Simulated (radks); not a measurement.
# The Coulomb parameter U of the 4f shell of Tm

An exercise on one series of results from a longer session: the logs are not shown, and one member is left open.

The numbers are computed with radks (a radial shooting solver on a logarithmic mesh, Libxc functionals) version 1 (Dirac Kohn-Sham, PBE, spin-unpolarised, spherical densities, finite nucleus; open shells are shared between the two j in proportion to 2j + 1), except any that are marked as measured or tabulated.

## The system

- element: thulium (Z = 69)
- charge: 0
- electrons: 69
- configuration: [Xe] 4f11 6s2 6p2
- nuclear rms radius: 5.2256 fm

The outer shells:

Tm
```
[Xe] core
4f [↑↓][↑↓][↑↓][↑↓][↑ ][↑ ][↑ ]
6s [↑↓]
6p [↑ ][↑ ][  ]
```

The first run:

Settings of this run:

```text
Z 69
configuration [Xe] 4f11 6s2 6p2
relativity Dirac
functional pbe,pbe
spin unpolarised
j_filling average
nucleus finite rms 5.2256 fm
c 137.035999084
```

Among the steps run: Start: [Xe] 4f11 6s2 6p2.

One of the session's tables, all rows but one given; the rest of the session is left out.

It belongs to the step «Start: [Xe] 4f11 6s2 6p2». From the orbitals of this run (lengths in bohr):

| level | <r> | outermost maximum (interpolated) | 90 % within | nodes |
| --- | --- | --- | --- | --- |
| 5s1/2 | 1.189 | 1.07 | 1.71 | 4 |
| 5p1/2 | 1.315 | 1.16 | 1.92 | 3 |
| 5p3/2 | 1.410 | 1.24 | 2.06 | 3 |
| 4f5/2 | ? | ? | ? | ? |
| 4f7/2 | 0.7216 | 0.491 | 1.22 | 0 |
| 6s1/2 | 3.232 | 2.83 | 4.70 | 5 |
| 6p1/2 | 4.064 | 3.44 | 6.02 | 4 |
| 6p3/2 | 4.372 | 3.69 | 6.49 | 4 |

**Question.** Estimate the row for 4f5/2.

As computed: <r>: 0.7109; outermost maximum (interpolated): 0.486; 90 % within: 1.20; nodes: 0. In the column «<r>» it is the lowest.
